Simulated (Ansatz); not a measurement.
# GeO: vertical ionisation energy

An exercise on one series of results from a longer session: the logs are not shown, and one member is left open.

Method: unrestricted cation, the program's frozen cores in correlated methods; program: Ansatz 0.2.0, Gaussian basis.

Plan: UKS PBE-D4/def2-TZVPP; UKS r2SCAN-D4/def2-TZVPP; UKS PBE0-D4/def2-TZVPP; UKS B3LYP-D4/def2-TZVPP; UKS wB97X-V/def2-TZVPP; UKS wB97M-V/def2-TZVPP; UKS B2PLYP/def2-TZVPP; UHF-CCSD(T)/def2-TZVPP; UHF-CCSD(T)/def2-QZVPP; extrapolation to the limit; then −ε(HOMO) from the neutral's earlier runs with LDA (SPW92), PBE-D4, revPBE-D4, BLYP-D4, r2SCAN-D4, B97M-V, PBE0-D4, B3LYP-D4, r2SCANh-D4, r2SCAN0-D4, HSE06-D4, BHLYP-D4, CAM-B3LYP-D4, LC-ωPBE, ωB97X-V, ωB97M-V.

**The relaxed structure**

An earlier PBE0-D4 in a triple-zeta def2 set relaxation fixed the geometry.

2 atoms, charge 0, spin multiplicity 1.

Atoms are counted from 1 here; the program's logs count them from 0.

Bond lengths: O1–Ge2 1.623 Å.

The first run:

in.yaml

```yaml
crystal:
  periodic: [false, false, false]
  atoms:
    - {symbol: O, position_ang: [0.000000, -0.000000, -0.023040]}
    - {symbol: Ge, position_ang: [-0.000000, 0.000000, 1.599530]}
basis:
  gaussian: {orbitals: def2-TZVPP}
total_charge: 1
magnetization: {spin_polarized: true, initial_magnetization: 1}
hamiltonian: {xc: pbe, dispersion: d4}
```

The run is started by

```bash
> ansatz run in.yaml --threads 2 --pin off --events-out ev --progress --plain --max-ram 32768MiB --backend cpu
```

Steps of the session up to this table: Cation, UKS PBE-D4/def2-TZVPP; Cation, UKS r2SCAN-D4/def2-TZVPP; Cation, UKS PBE0-D4/def2-TZVPP; Cation, UKS B3LYP-D4/def2-TZVPP; Cation, UKS wB97X-V/def2-TZVPP; Cation, UKS wB97M-V/def2-TZVPP; Cation, UKS B2PLYP (frozen core)/def2-TZVPP; Cation, UHF-CCSD(T)/def2-TZVPP; Cation, UHF-CCSD(T)/def2-QZVPP.

One of the session's tables, all rows but one given; the rest of the session is left out.

Orbital estimates, from the neutral's runs:

```
  functional  −ε(HOMO) (eV)
 LDA (SPW92)              ?
      PBE-D4           7.13
   revPBE-D4           7.06
     BLYP-D4           7.02
   r2SCAN-D4           7.48
      B97M-V           7.40
     PBE0-D4           8.48
    B3LYP-D4           8.27
  r2SCANh-D4           7.99
  r2SCAN0-D4           8.73
    HSE06-D4           8.08
    BHLYP-D4           9.72
CAM-B3LYP-D4           9.88
     LC-ωPBE          11.16
     ωB97X-V          10.83
     ωB97M-V          10.75
```

**Question.** Estimate the row for LDA (SPW92).

As computed: −ε(HOMO) (eV): 7.35. In the column «−ε(HOMO) (eV)» it lies between PBE-D4 (7.13) and B97M-V (7.40).
